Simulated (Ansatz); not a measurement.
**B2H6OSi: one species, many methods**

The task here is to estimate one member of a computed series from the others.

Program: Ansatz 0.2.0, Gaussian basis. Level of theory: functionals in def2-TZVPP, the program's frozen cores in correlated methods. These are calculated values, not measurements.

The runs, in order: LDA (SPW92), PBE-D4, revPBE-D4, BLYP-D4, r2SCAN-D4, B97M-V, PBE0-D4, B3LYP-D4, r2SCANh-D4, r2SCAN0-D4, HSE06-D4, BHLYP-D4, CAM-B3LYP-D4, LC-ωPBE, ωB97X-V, ωB97M-V, B2PLYP, PBE-QIDH; CCSD(T)/def2-SVP; CCSD(T)/def2-TZVPP; MP2/def2-QZVPP; extrapolation to the limit; RPA on PBE.

## Structure used throughout

The geometry comes from an earlier relaxation with PBE0-D4 in a triple-zeta def2 set; it is a stationary point, not always the lowest conformer.

SMILES `BOB[SiH3]`, 10 atoms, charge 0, spin multiplicity 1.

Atoms are counted from 1 here; the program's logs count them from 0.

Bond lengths: B1–O2 1.368 Å, B1–H5 1.199 Å, B1–H6 1.195 Å, O2–B3 1.368 Å, B3–Si4 2.028 Å, B3–H7 1.204 Å, Si4–H8 1.491 Å, Si4–H9 1.487 Å, Si4–H10 1.491 Å. Angles: O2–B1–H5 119.5°, O2–B1–H6 117.3°, H5–B1–H6 123.2°, B1–O2–B3 124.7°, O2–B3–Si4 120.4°, O2–B3–H7 118.1°, Si4–B3–H7 121.5°, B3–Si4–H8 109.1°, B3–Si4–H9 113.8°, B3–Si4–H10 109.1°, H8–Si4–H9 108.8°, H8–Si4–H10 107.1°, H9–Si4–H10 108.7°.

Set-up of the first run:

File in.yaml:

```yaml
crystal:
  periodic: [false, false, false]
  atoms:
    - {symbol: B, position_ang: [-0.804570, 1.660282, -1.422405]}
    - {symbol: O, position_ang: [-0.625398, 0.852884, -0.333247]}
    - {symbol: B, position_ang: [0.292923, -0.158562, -0.255687]}
    - {symbol: Si, position_ang: [0.446863, -1.279431, 1.427442]}
    - {symbol: H, position_ang: [-0.122960, 1.499957, -2.395469]}
    - {symbol: H, position_ang: [-1.648890, 2.502901, -1.347363]}
    - {symbol: H, position_ang: [0.997834, -0.358286, -1.211657]}
    - {symbol: H, position_ang: [0.220814, -2.712419, 1.082335]}
    - {symbol: H, position_ang: [-0.508635, -0.889078, 2.498440]}
    - {symbol: H, position_ang: [1.835219, -1.169446, 1.960511]}
basis:
  gaussian: {orbitals: def2-TZVPP}
hamiltonian: {xc: lda}
output: {orbitals: {seedname: orbitals}}
```

Run with:

```
> ansatz run in.yaml --threads 2 --pin off --events-out ev --progress --plain --max-ram 4352MiB
```

Among the steps run: LDA; PBE-D4 (GGA); revPBE-D4 (GGA); BLYP-D4 (GGA); r2SCAN-D4 (meta-GGA); B97M-V (meta-GGA); B3LYP-D4 (hybrid); r2SCANh-D4 (hybrid); r2SCAN0-D4 (hybrid); HSE06-D4 (hybrid); BHLYP-D4 (hybrid); CAM-B3LYP-D4 (range-separated); LC-ωPBE (range-separated); ωB97X-V (range-separated); ωB97M-V (range-separated); B2PLYP (double hybrid); PBE-QIDH (double hybrid).

One of the session's tables, all rows but one given; the rest of the session is left out.

```
  functional  HOMO (eV)  LUMO (eV)  gap (eV)
 LDA (SPW92)      -6.80      -3.31      3.49
      PBE-D4      -6.72      -3.02      3.70
   revPBE-D4      -6.68      -2.90      3.77
     BLYP-D4      -6.62      -2.84      3.78
   r2SCAN-D4      -6.97      -2.65      4.32
      B97M-V          ?          ?         ?
     PBE0-D4      -8.00      -1.97      6.03
    B3LYP-D4      -7.81      -2.18      5.63
  r2SCANh-D4      -7.45      -2.29      5.16
  r2SCAN0-D4      -8.16      -1.76      6.40
    HSE06-D4      -7.60      -2.36      5.24
    BHLYP-D4      -9.21      -0.82      8.38
CAM-B3LYP-D4      -9.38      -0.82      8.56
     LC-ωPBE     -10.71       0.36     11.06
     ωB97X-V     -10.38       0.28     10.66
     ωB97M-V     -10.20       0.04     10.24
```

**Question.** Estimate the row for B97M-V.

**Answer.** HOMO (eV): -7.12; LUMO (eV): -2.78; gap (eV): 4.34. In the column «HOMO (eV)» it lies between r2SCANh-D4 (-7.45) and r2SCAN-D4 (-6.97).
